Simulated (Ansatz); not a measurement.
**C2H7AlFN: small, medium and large basis sets**

The task here is to estimate one member of a computed series from the others.

Program: Ansatz 0.2.0, Gaussian basis. Level of theory: one geometry, several basis sets. These are calculated values, not measurements.

Levels to be run: PBE0-D4/def2-SVP; ωB97M-V/def2-SVP; PBE0-D4/def2-QZVPP; ωB97M-V/def2-QZVPP; the functionals' def2-TZVPP values are taken from earlier runs.

## The geometry

An earlier PBE0-D4 in a triple-zeta def2 set relaxation fixed the geometry.

SMILES `C[NH][Al]([CH3])[F]`, 12 atoms, charge 0, spin multiplicity 1.

Atoms are counted from 1 here; the program's logs count them from 0.

Bond lengths: C1–N2 1.447 Å, C1–H6 1.097 Å, C1–H7 1.097 Å, C1–H8 1.093 Å, N2–Al3 1.763 Å, N2–H9 1.009 Å, Al3–C4 1.937 Å, Al3–F5 1.656 Å, C4–H10 1.094 Å, C4–H11 1.092 Å, C4–H12 1.094 Å. Angles: N2–C1–H6 112.4°, N2–C1–H7 112.4°, N2–C1–H8 110.1°, H6–C1–H7 107.6°, H6–C1–H8 107.0°, H7–C1–H8 107.0°, C1–N2–Al3 128.8°, C1–N2–H9 112.1°, Al3–N2–H9 119.1°, N2–Al3–C4 124.6°, N2–Al3–F5 115.4°, C4–Al3–F5 119.9°, Al3–C4–H10 110.8°, Al3–C4–H11 112.5°, Al3–C4–H12 110.9°, H10–C4–H11 107.8°, H10–C4–H12 106.7°, H11–C4–H12 107.8°.

Geometry (Å):

```xyz
12

C    -1.78281    0.36285   -0.47265
N    -0.48362    0.47451   -1.09924
Al    1.09909    0.05823   -0.44353
C     1.40120   -0.66286    1.32911
F     2.38131    0.32250   -1.45829
H    -2.28805    1.33180   -0.38131
H    -2.45381   -0.31179   -1.01776
H    -1.67911   -0.03914    0.53833
H    -0.54514    0.84530   -2.03583
H     1.87730   -1.64617    1.27338
H     0.47602   -0.77166    1.89980
H     2.07451   -0.01867    1.90198
```

Set-up of the first run:

Input file in.yaml:

```yaml
crystal:
  periodic: [false, false, false]
  atoms:
    - {symbol: C, position_ang: [-1.782808, 0.362846, -0.472647]}
    - {symbol: N, position_ang: [-0.483618, 0.474506, -1.099243]}
    - {symbol: Al, position_ang: [1.099092, 0.058233, -0.443529]}
    - {symbol: C, position_ang: [1.401202, -0.662856, 1.329109]}
    - {symbol: F, position_ang: [2.381312, 0.322499, -1.458291]}
    - {symbol: H, position_ang: [-2.288047, 1.331797, -0.381309]}
    - {symbol: H, position_ang: [-2.453813, -0.311787, -1.017756]}
    - {symbol: H, position_ang: [-1.679107, -0.039139, 0.538333]}
    - {symbol: H, position_ang: [-0.545143, 0.845300, -2.035833]}
    - {symbol: H, position_ang: [1.877304, -1.646175, 1.273376]}
    - {symbol: H, position_ang: [0.476021, -0.771656, 1.899805]}
    - {symbol: H, position_ang: [2.074506, -0.018668, 1.901984]}
basis:
  gaussian: {orbitals: def2-SVP}
hamiltonian: {xc: pbe0, dispersion: d4}
output: {orbitals: {seedname: orbitals}}
```

The run is started by

```bash
$ ansatz run in.yaml --threads 4 --pin off --events-out ev --progress --plain --max-ram 10444MiB
```

Steps of the session up to this table: PBE0-D4 in def2-SVP; ωB97M-V in def2-SVP; PBE0-D4 in def2-QZVPP; ωB97M-V in def2-QZVPP.

One of the session's tables, all rows but one given; the rest of the session is left out.

It belongs to the step «Density functionals: the series». 

```
functional       basis  HOMO (eV)  LUMO (eV)
   PBE0-D4    def2-SVP      -6.71       0.36
   PBE0-D4  def2-TZVPP          ?          ?
   PBE0-D4  def2-QZVPP      -6.88      -0.21
   ωB97M-V    def2-SVP      -9.04       1.89
   ωB97M-V  def2-TZVPP      -9.19       1.49
   ωB97M-V  def2-QZVPP      -9.23       0.97
```

**Question.** Estimate the row for PBE0-D4, def2-TZVPP.

**Answer.** HOMO (eV): -6.84; LUMO (eV): 0.06. In the column «HOMO (eV)» it lies between PBE0-D4, def2-QZVPP (-6.88) and PBE0-D4, def2-SVP (-6.71).
